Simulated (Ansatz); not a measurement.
# ClGaH5O2P: the cost of one run

All numbers below are computed with Ansatz 0.2.0 (RKS PBE0/def2-SVP).

## 1. Starting point

Bond lengths: Ga1–Cl2 2.590 Å, Ga1–O3 1.790 Å, O3–H4 1.010 Å, Ga1–O5 1.790 Å, O5–H6 1.010 Å, Ga1–P7 2.590 Å, P7–H8 1.420 Å, P7–H9 1.420 Å, Cl2–H10 1.549 Å, P7–H10 1.612 Å. Angles (14 of 16 angles, heavy atoms first): Cl2–Ga1–O3 120.0°, Cl2–Ga1–O5 120.0°, Cl2–Ga1–P7 71.6°, O3–Ga1–O5 120.0°, O3–Ga1–P7 96.8°, O5–Ga1–P7 101.3°, Ga1–Cl2–H10 71.1°, Ga1–O3–H4 109.5°, Ga1–O5–H6 109.5°, Ga1–P7–H8 109.5°, Ga1–P7–H9 109.5°, Ga1–P7–H10 70.4°, Cl2–H10–P7 146.9°, H8–P7–H9 109.4°.

Coordinates:

```xyz
10

Ga    0.0000    0.0000    0.0000
Cl    0.0000    0.0000    2.5900
O     1.5501    0.0000   -0.8950
H     1.8500   -0.9519   -1.0499
O    -1.5501    0.0000   -0.8950
H    -2.0598   -0.8467   -0.6865
P     0.1161    2.4551    0.8167
H     0.6765    2.4949    2.1208
H     0.9275    3.2117   -0.0697
H     0.0692    1.4638    2.0875
```

## 2. Pulling towards end A

Springs on the bonds that form and break draw the guess towards this end; the thresholds are loose.

Contents of input.yaml:

```yaml
crystal:
  periodic: [false, false, false]
  atoms:
    - { symbol: Ga, position_ang: [0.0, 0.0, 0.0] }
    - { symbol: Cl, position_ang: [0.0, 0.0, 2.59] }
    - { symbol: O, position_ang: [1.5501, 0.0, -0.895] }
    - { symbol: H, position_ang: [1.85, -0.9519, -1.0499] }
    - { symbol: O, position_ang: [-1.5501, 0.0, -0.895] }
    - { symbol: H, position_ang: [-2.0598, -0.8467, -0.6865] }
    - { symbol: P, position_ang: [0.1161, 2.4551, 0.8167] }
    - { symbol: H, position_ang: [0.6765, 2.4949, 2.1208] }
    - { symbol: H, position_ang: [0.9275, 3.2117, -0.0697] }
    - { symbol: H, position_ang: [0.0692, 1.4638, 2.0875] }
basis:
  gaussian: { orbitals: def2-SVP }
hamiltonian:
  xc: pbe0
relax:
  f_tol: 0.15
  max_steps: 25
  restrain:
    - { distance: [0, 6], at: 3.49, k: 30.0 }
    - { distance: [9, 1], at: 2.57, k: 30.0 }
    - { distance: [0, 1], at: 2.24, k: 30.0 }
    - { distance: [9, 6], at: 1.42, k: 30.0 }
output:
  orbitals: {}
```

Command:

```console
> ansatz run input.yaml --threads 4 --pin off --max-ram 5120MiB --backend cpu --events-out ev --progress --plain --runs-dir out
```

Q: Estimate wall time and peak memory on 4 threads of Arm Neoverse V2, shared host.

About 37 s, with a peak of 0.33 GiB.
